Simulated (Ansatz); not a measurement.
**C₂H₁₅GeNSi₃: a ladder of functionals and wavefunction methods**

One table from this session's results is given with a row withheld; the runs are named, their logs left out.

The runs use Ansatz 0.2.0, Gaussian basis; functionals in def2-TZVPP, the program's frozen cores in correlated methods.

Plan: LDA (SPW92), PBE-D4, revPBE-D4, BLYP-D4, r2SCAN-D4, B97M-V, PBE0-D4, B3LYP-D4, r2SCANh-D4, r2SCAN0-D4, HSE06-D4, BHLYP-D4, CAM-B3LYP-D4, LC-ωPBE, ωB97X-V, ωB97M-V, B2PLYP, PBE-QIDH; CCSD(T)/def2-SVP; CCSD(T)/def2-TZVPP; MP2/def2-QZVPP; extrapolation to the limit; RPA on PBE.

## The geometry

All runs share one geometry, relaxed beforehand with PBE0-D4 in a triple-zeta def2 set.

22 atoms, charge 0, spin multiplicity 1.

Atoms are counted from 1 here; the program's logs count them from 0.

Bond lengths: C1–Si2 1.868 Å, C1–H8 1.094 Å, C1–H9 1.093 Å, C1–H10 1.093 Å, Si2–C3 1.867 Å, Si2–N4 1.740 Å, Si2–H11 1.494 Å, C3–H12 1.093 Å, C3–H13 1.094 Å, C3–H14 1.093 Å, N4–Ge5 1.854 Å, N4–Si6 1.729 Å, Ge5–H15 1.539 Å, Ge5–H16 1.539 Å, Ge5–H17 1.537 Å, Si6–Si7 2.347 Å, Si6–H18 1.490 Å, Si6–H19 1.494 Å and more. Angles: Si2–C1–H8 110.7°, Si2–C1–H9 111.5°, Si2–C1–H10 110.8°, H8–C1–H9 107.6°, H8–C1–H10 108.2°, H9–C1–H10 108.0°, C1–Si2–C3 110.4°, C1–Si2–N4 110.7°, C1–Si2–H11 108.0°, C3–Si2–N4 110.2°, C3–Si2–H11 109.0°, N4–Si2–H11 108.5°, Si2–C3–H12 112.1°, Si2–C3–H13 109.1°, Si2–C3–H14 111.9°, H12–C3–H13 107.6°, H12–C3–H14 108.3°, H13–C3–H14 107.8° and more.

As a file:

```csv
atom,x (Å),y (Å),z (Å)
C1,-0.6064,-2.4168,-1.4268
Si2,0.4253,-1.1958,-0.4605
C3,1.5870,-0.2791,-1.5984
N4,-0.5928,-0.0714,0.3922
Ge5,-1.6718,-0.7241,1.7516
Si6,-0.6462,1.6336,0.1118
Si7,1.0918,2.7896,1.1844
H8,0.0313,-3.1462,-1.9343
H9,-1.2866,-2.9707,-0.7744
H10,-1.2072,-1.9040,-2.1828
H11,1.2285,-1.9612,0.5395
H12,2.2074,0.4402,-1.0586
H13,2.2571,-0.9967,-2.0803
H14,1.0489,0.2550,-2.3852
H15,-1.4747,0.1412,3.0085
H16,-3.1472,-0.6767,1.3169
H17,-1.2371,-2.1745,2.0168
H18,-0.6250,1.9467,-1.3451
H19,-1.9377,2.1458,0.6603
H20,1.0468,2.5324,2.6508
H21,0.9774,4.2581,0.9601
H22,2.4219,2.3447,0.6823
```

The first run:

Input file in.yaml:

```yaml
crystal:
  periodic: [false, false, false]
  atoms:
    - {symbol: C, position_ang: [-0.606362, -2.416809, -1.426831]}
    - {symbol: Si, position_ang: [0.425251, -1.195837, -0.460465]}
    - {symbol: C, position_ang: [1.587034, -0.279085, -1.598437]}
    - {symbol: N, position_ang: [-0.592846, -0.071433, 0.392158]}
    - {symbol: Ge, position_ang: [-1.671788, -0.724090, 1.751611]}
    - {symbol: Si, position_ang: [-0.646231, 1.633607, 0.111814]}
    - {symbol: Si, position_ang: [1.091843, 2.789563, 1.184444]}
    - {symbol: H, position_ang: [0.031259, -3.146237, -1.934287]}
    - {symbol: H, position_ang: [-1.286610, -2.970654, -0.774414]}
    - {symbol: H, position_ang: [-1.207190, -1.903989, -2.182773]}
    - {symbol: H, position_ang: [1.228482, -1.961194, 0.539522]}
    - {symbol: H, position_ang: [2.207408, 0.440231, -1.058560]}
    - {symbol: H, position_ang: [2.257100, -0.996704, -2.080267]}
    - {symbol: H, position_ang: [1.048947, 0.255040, -2.385198]}
    - {symbol: H, position_ang: [-1.474709, 0.141249, 3.008495]}
    - {symbol: H, position_ang: [-3.147177, -0.676660, 1.316901]}
    - {symbol: H, position_ang: [-1.237144, -2.174489, 2.016769]}
    - {symbol: H, position_ang: [-0.625011, 1.946749, -1.345144]}
    - {symbol: H, position_ang: [-1.937658, 2.145770, 0.660283]}
    - {symbol: H, position_ang: [1.046845, 2.532415, 2.650759]}
    - {symbol: H, position_ang: [0.977417, 4.258101, 0.960144]}
    - {symbol: H, position_ang: [2.421939, 2.344655, 0.682277]}
basis:
  gaussian: {orbitals: def2-TZVPP}
hamiltonian: {xc: lda}
output: {orbitals: {seedname: orbitals}}
```

Started as:

```
$ ansatz run in.yaml --threads 4 --pin off --events-out ev --progress --plain --max-ram 46080MiB --backend cuda --devices 0, --max-vram 37GiB
```

Steps of the session up to this table: LDA; PBE-D4 (GGA); revPBE-D4 (GGA); BLYP-D4 (GGA); r2SCAN-D4 (meta-GGA); B97M-V (meta-GGA); B3LYP-D4 (hybrid); r2SCANh-D4 (hybrid); r2SCAN0-D4 (hybrid); HSE06-D4 (hybrid); BHLYP-D4 (hybrid); CAM-B3LYP-D4 (range-separated); LC-ωPBE (range-separated); ωB97X-V (range-separated); ωB97M-V (range-separated); B2PLYP (double hybrid); PBE-QIDH (double hybrid).

One table of the session follows, with a row left open; its other results are not shown here.

It belongs to the step «Orbital energies across the functionals». 

```
  functional  HOMO (eV)  gap (eV)
 LDA (SPW92)      -5.84      4.48
      PBE-D4      -5.75      4.64
   revPBE-D4      -5.71      4.72
     BLYP-D4      -5.63      4.72
   r2SCAN-D4      -6.01      5.14
      B97M-V      -6.19      5.14
     PBE0-D4      -6.94      6.67
    B3LYP-D4      -6.74      6.33
  r2SCANh-D4      -6.45      5.88
  r2SCAN0-D4      -7.12      6.98
    HSE06-D4      -6.55      5.91
    BHLYP-D4      -8.05      8.74
CAM-B3LYP-D4      -8.22      9.04
     LC-ωPBE          ?         ?
     ωB97X-V      -9.21     10.95
     ωB97M-V      -9.07     10.52
```

Q: Estimate the row for LC-ωPBE from the others.

The run gave: HOMO (eV): -9.50; gap (eV): 11.42. In the column «HOMO (eV)» it is the lowest.
